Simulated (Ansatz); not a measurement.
**GaN (P6_3mc): cell relaxations under several functionals**

Aim: cell relaxations under several functionals, for GaN (P6_3mc), run from a script.

The COD entry's cell or inner coordinates are ideal or old and differ from later refinements, so a difference from it is no clean test against experiment.

Program: Ansatz 0.2.0, driven from Python. The levels of theory stand in the script. These are calculated values, not measurements.

### Step 1. Starting point

The structure is hexagonal, space group P6_3mc (No. 186). The conventional cell has a = 3.180 Å, b = 3.180 Å, c = 5.166 Å, α = 90.00°, β = 90.00°, γ = 120.00°. Ga (site symmetry 3m) is surrounded by 4 N at 1.94 to 1.95 Å. N (site symmetry 3m) has 4 Ga at 1.94 to 1.95 Å as nearest neighbours.

The script holds or builds the structure itself.

### Step 2. Script

Input file lattice_gan.py:

```python
import warnings

import ansatz as az
import numpy as np

def edges_and_angles(cell):
    cell = np.asarray(cell)
    a, b, c = np.linalg.norm(cell, axis=1)
    cosines = cell[1] @ cell[2] / (b * c), cell[0] @ cell[2] / (a * c), cell[0] @ cell[1] / (a * b)
    return (a, b, c, *np.degrees(np.arccos(cosines)))

warnings.simplefilter("ignore", az.DeckWarning)

vectors = np.array([
    [3.18, 0.0, 0.0],
    [-1.59, 2.753961, 0.0],
    [0.0, 0.0, 5.166],
])
structure = (
    az.Lattice.of(vectors)
    .atom("Ga", (1 / 3, 2 / 3, 0.0))
    .atom("Ga", (2 / 3, 1 / 3, 0.5))
    .atom("N", (1 / 3, 2 / 3, 0.375))
    .atom("N", (2 / 3, 1 / 3, 0.875))
)

job = (
    structure.calculation()
    .basis(21 * az.Ha)
    .kpoints(mesh=(6, 6, 4))
    .occupations(az.OccupationsMethod.FIXED)
    .relax(cell=True, force_tolerance=0.01)
)

levels = [("rpbe", "none"), ("revpbe", "d3bj"), ("r2scan", "rvv10"), ("pbe", "none")]
print("level            a       b       c    alpha   beta  gamma  V/atom  steps")
for name, dispersion in levels:
    seen = []
    run = job.functional(name, dispersion=dispersion).session().plan()
    result = run.execute(on_event=lambda e: seen.append(e) if e["event"] == "relax_step" else None)
    cell = result.lattice.cell_ang
    label = name if dispersion == "none" else f"{name}+{dispersion}"
    print("{:13s} {:7.4f} {:7.4f} {:7.4f} {:6.2f} {:6.2f} {:6.2f}".format(label, *edges_and_angles(cell)), f"{abs(np.linalg.det(cell)) / len(result.lattice.sites):7.3f} {len(seen):5d}")
```

### Step 3. The input behind the calls

The engine receives this input (first run):

```yaml
crystal:
  lattice:
    - [3.18, 0.0, 0.0]
    - [-1.59, 2.753961, 0.0]
    - [0.0, 0.0, 5.166]
  atoms:
    - { symbol: Ga, position: [0.3333333333333333, 0.6666666666666666, 0.0] }
    - { symbol: Ga, position: [0.6666666666666666, 0.3333333333333333, 0.5] }
    - { symbol: "N", position: [0.3333333333333333, 0.6666666666666666, 0.375] }
    - { symbol: "N", position: [0.6666666666666666, 0.3333333333333333, 0.875] }
basis:
  ecutwfc: 571.4391111657479
kpoints:
  mp_grid:
    grid: [6, 6, 4]
hamiltonian:
  xc: rpbe
  dispersion: none
scf:
  occupations:
    method: fixed
relax:
  f_tol: 0.01
  cell: {}
```

### Step 4. Launch

On the command line:

```console
> python lattice_gan.py
```

Log:

```text
level            a       b       c    alpha   beta  gamma  V/atom  steps
rpbe           3.2441  3.2441  5.2817  90.00  90.00 120.00  12.034     6
revpbe+d3bj    3.1925  3.1925  5.2021  90.00  90.00 120.00  11.479     5
r2scan+rvv10   3.1762  3.1762  5.1728  90.00  90.00 120.00  11.299     5
pbe            3.2182  3.2182  5.2418  90.00  90.00 120.00  11.754     5
```

It took 91 s on 1 thread of Arm Neoverse V1, shared host; peak memory 0.64 GiB.

### Step 5. The runs side by side

From the records of these 4 runs:

| run | functional | dispersion | energy (eV/atom) | final volume (Å³/atom) | pressure (GPa) | gap on the mesh (eV) | SCF cycles in all | CPU time (s) |
| --- | --- | --- | --- | --- | --- | --- | --- | --- |
| 1 | rpbe | none | -2087.4814 | 12.03 | 0.00 | 1.61 | 35 | 19 |
| 2 | revpbe | d3bj | -2086.9547 | 11.48 | 0.02 | 1.90 | 28 | 15 |
| 3 | r2scan | rvv10 | -2087.5194 | 11.30 | 0.00 | 2.35 | 23 | 42 |
| 4 | pbe | none | -2083.9618 | 11.75 | 0.02 | 1.72 | 26 | 14 |

Totals under unlike functionals or potentials can't be compared directly.

### Step 6. Path of the relaxation of run 1

The steps of the relaxation:

```csv
step,energy from step 1 (eV/cell),largest force component (eV/Å),pressure (GPa),volume (Å³)
1,0.0000,0.1425,11.49,45.24
2,-0.0809,0.1003,4.58,46.87
3,-0.0991,0.0466,0.41,48.01
4,-0.0994,0.0157,0.03,48.13
5,-0.0994,0.0001,0.00,48.14
6,-0.0998,0.0001,0.00,48.14
```

Step 1 is the start. Step 6 repeats the geometry before it on a plane-wave basis chosen anew for that cell, so its energy need not be comparable with the rows above.

|  | before | after | change |
| --- | --- | --- | --- |
| a (Å) | 3.180 | 3.244 | +2.0 % |
| b (Å) | 3.180 | 3.244 | +2.0 % |
| c (Å) | 5.166 | 5.282 | +2.2 % |
| volume (Å³/atom) | 11.31 | 12.03 | +6.4 % |
| shortest distance (Å) | 1.937 | 1.983 | +2.3 % |
| space group (0.01 Å) | P6_3mc | P6_3mc | same |

Forces and stress were held to the start's 12 operations: a distortion of lower symmetry was not tested.

### Step 7. The relaxation of run 4, step by step

Step by step:

```csv
step,E - E(step 1) (eV/cell),largest force component (eV/Å),pressure (GPa),volume (Å³)
1,0.0000,0.1372,7.26,45.24
2,-0.0329,0.0978,2.91,46.26
3,-0.0402,0.0444,0.15,46.98
4,-0.0404,0.0064,0.02,47.01
5,-0.0405,0.0063,0.02,47.01
```

Step 1 is the start. Step 5 repeats the geometry before it on a plane-wave basis chosen anew for that cell, so its energy need not be comparable with the rows above.

|  | before | after | change |
| --- | --- | --- | --- |
| a (Å) | 3.180 | 3.218 | +1.2 % |
| b (Å) | 3.180 | 3.218 | +1.2 % |
| c (Å) | 5.166 | 5.242 | +1.5 % |
| volume (Å³/atom) | 11.31 | 11.75 | +3.9 % |
| shortest distance (Å) | 1.937 | 1.967 | +1.5 % |
| space group (0.01 Å) | P6_3mc | P6_3mc | same |

Forces and stress were held to the start's 12 operations: a distortion of lower symmetry was not tested.

### Step 8. Summary of results

| quantity | value |
| --- | --- |
| runs compared | 4 |
| relaxed volume | 11.30 (r2scan rvv10) to 12.03 Å³/atom (rpbe) |
| gap on the mesh | 1.61 (rpbe) to 2.35 eV (r2scan) |

From smallest to largest: r2SCAN+RVV10 (11.30 Å³ an atom, -0.1 % against the start), revPBE+D3BJ (11.48 Å³ an atom, +1.5 % against the start), PBE (11.75 Å³ an atom, +3.9 % against the start) and RPBE (12.03 Å³ an atom, +6.4 % against the start). The spread is 6.5 % in volume. In run 1, the volume grew by 6.4 % over 4 moves, and the space group stayed P6_3mc. In run 4, the volume grew by 3.9 % over 3 moves, and the space group stayed P6_3mc. Of the deposited cell: the entry's cell lengths or inner coordinates differ somewhat from later room-temperature determinations.
